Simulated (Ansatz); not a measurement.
**CH₈AlBSi: one species, many methods**

How much do the methods differ for CH₈AlBSi? The plan is to run it at one geometry with functionals of several rungs and with coupled cluster. The yardstick is the atomisation energy at the CCSD(T) limit.

Program: Ansatz 0.2.0, Gaussian basis. Level of theory: functionals in def2-TZVPP, the program's frozen cores in correlated methods. These are calculated values, not measurements.

Levels to be run: LDA (SPW92), PBE-D4, revPBE-D4, BLYP-D4, r2SCAN-D4, B97M-V, PBE0-D4, B3LYP-D4, r2SCANh-D4, r2SCAN0-D4, HSE06-D4, BHLYP-D4, CAM-B3LYP-D4, LC-ωPBE, ωB97X-V, ωB97M-V, B2PLYP, PBE-QIDH; CCSD(T)/def2-SVP; CCSD(T)/def2-TZVPP; MP2/def2-QZVPP; extrapolation to the limit; RPA on PBE.

## (1) The geometry

The geometry comes from an earlier relaxation with PBE0-D4 in a triple-zeta def2 set; it is a stationary point, not always the lowest conformer.

SMILES `CB[SiH2][AlH2]`, 12 atoms, charge 0, spin multiplicity 1.

Atoms are counted from 1 here; the program's logs count them from 0.

Bond lengths: C1–B2 1.555 Å, C1–H5 1.094 Å, C1–H6 1.091 Å, C1–H7 1.103 Å, B2–Si3 1.992 Å, B2–H8 1.202 Å, Si3–Al4 2.463 Å, Si3–H9 1.494 Å, Si3–H10 1.491 Å, Al4–H11 1.589 Å, Al4–H12 1.590 Å. Angles: B2–C1–H5 113.2°, B2–C1–H6 116.2°, B2–C1–H7 104.8°, H5–C1–H6 109.8°, H5–C1–H7 104.8°, H6–C1–H7 106.9°, C1–B2–Si3 123.5°, C1–B2–H8 118.5°, Si3–B2–H8 118.0°, B2–Si3–Al4 101.8°, B2–Si3–H9 113.6°, B2–Si3–H10 115.0°, Al4–Si3–H9 107.4°, Al4–Si3–H10 109.3°, H9–Si3–H10 109.3°, Si3–Al4–H11 121.4°, Si3–Al4–H12 119.7°, H11–Al4–H12 118.8°.

## (2) LDA

This LDA is Slater exchange with PW92 correlation.

Input file in.yaml:

```yaml
crystal:
  periodic: [false, false, false]
  atoms:
    - {symbol: C, position_ang: [-1.089758, 1.681272, 0.152336]}
    - {symbol: B, position_ang: [-0.058585, 0.751973, 0.853778]}
    - {symbol: Si, position_ang: [1.343284, -0.270416, -0.124540]}
    - {symbol: Al, position_ang: [0.176825, -2.383645, -0.613859]}
    - {symbol: H, position_ang: [-2.101576, 1.587799, 0.558727]}
    - {symbol: H, position_ang: [-1.122007, 1.630421, -0.937117]}
    - {symbol: H, position_ang: [-0.772780, 2.703919, 0.415976]}
    - {symbol: H, position_ang: [-0.144751, 0.594310, 2.041786]}
    - {symbol: H, position_ang: [1.725520, 0.341370, -1.432883]}
    - {symbol: H, position_ang: [2.576494, -0.559678, 0.661801]}
    - {symbol: H, position_ang: [0.400870, -3.679298, 0.278356]}
    - {symbol: H, position_ang: [-0.856537, -2.453028, -1.820358]}
basis:
  gaussian: {orbitals: def2-TZVPP}
hamiltonian: {xc: lda}
output: {orbitals: {seedname: orbitals}}
```

On the command line:

```console
ansatz run in.yaml --threads 2 --pin off --events-out ev --progress --plain --max-ram 4352MiB
```

Further steps of the session: PBE-D4 (GGA); revPBE-D4 (GGA); BLYP-D4 (GGA); r2SCAN-D4 (meta-GGA); B97M-V (meta-GGA); PBE0-D4 (hybrid); B3LYP-D4 (hybrid); r2SCANh-D4 (hybrid); r2SCAN0-D4 (hybrid); HSE06-D4 (hybrid); BHLYP-D4 (hybrid); CAM-B3LYP-D4 (range-separated); LC-ωPBE (range-separated); ωB97X-V (range-separated); ωB97M-V (range-separated); B2PLYP (double hybrid); PBE-QIDH (double hybrid); CCSD(T) in def2-SVP; CCSD(T) in def2-TZVPP; MP2 in def2-QZVPP; RPA on PBE orbitals.

Before running them: what should the planned runs give, taken together? Wanted: atomisation energy, CCSD(T)/CBS; farthest beyond LDA; mean size of error, GGA; mean size of error, meta-GGA; mean size of error, hybrid; mean size of error, range-separated; mean size of error, double hybrid; gap, smallest and largest; T1 diagnostic.

The runs gave:

```
                               quantity                                                                                    value
        atomisation energy, CCSD(T)/CBS                                                                                38.991 eV
    functionals within 0.195 eV (0.5 %)  PBE-D4, PBE0-D4, B3LYP-D4, r2SCANh-D4, r2SCAN0-D4, HSE06-D4, LC-ωPBE, ωB97M-V, PBE-QIDH
                    farthest beyond LDA                                                                       B97M-V (+0.682 eV)
                mean size of error, GGA                                                                                 0.297 eV
           mean size of error, meta-GGA                                                                                 0.490 eV
             mean size of error, hybrid                                                                                 0.116 eV
    mean size of error, range-separated                                                                                 0.202 eV
      mean size of error, double hybrid                                                                                 0.295 eV
              gap, smallest and largest                                                 2.79 eV (LDA (SPW92)), 9.23 eV (LC-ωPBE)
                          T1 diagnostic                                                                                   0.0142
triples share of the correlation energy                                                                                    3.5 %
```

**Reading.** The LDA atomisation energy is off by 4.302 eV (11 %): it overbinds. PBE-D4 is off by +0.128 eV. Double hybrids carry the basis error of their MP2 part in triple zeta, and no dispersion term here, so their miss is partly the set-up's. By mean error the best rung here is hybrid (0.116 eV) and the worst beyond LDA is meta-GGA (0.490 eV). The gap between the best rungs is small, so their order is not settled. The reference freezes the cores and leaves out relativity and excitations past (T), so misses under about 0.195 eV can't be ranked. Hartree-Fock recovers 78 % of the binding; the rest is correlation. CCSD(T) in def2-SVP is off by -1.843 eV, more than most functionals: a good method in a small basis is no reference. Orbital gaps span 2.8 to 9.2 eV; exact exchange widens them.
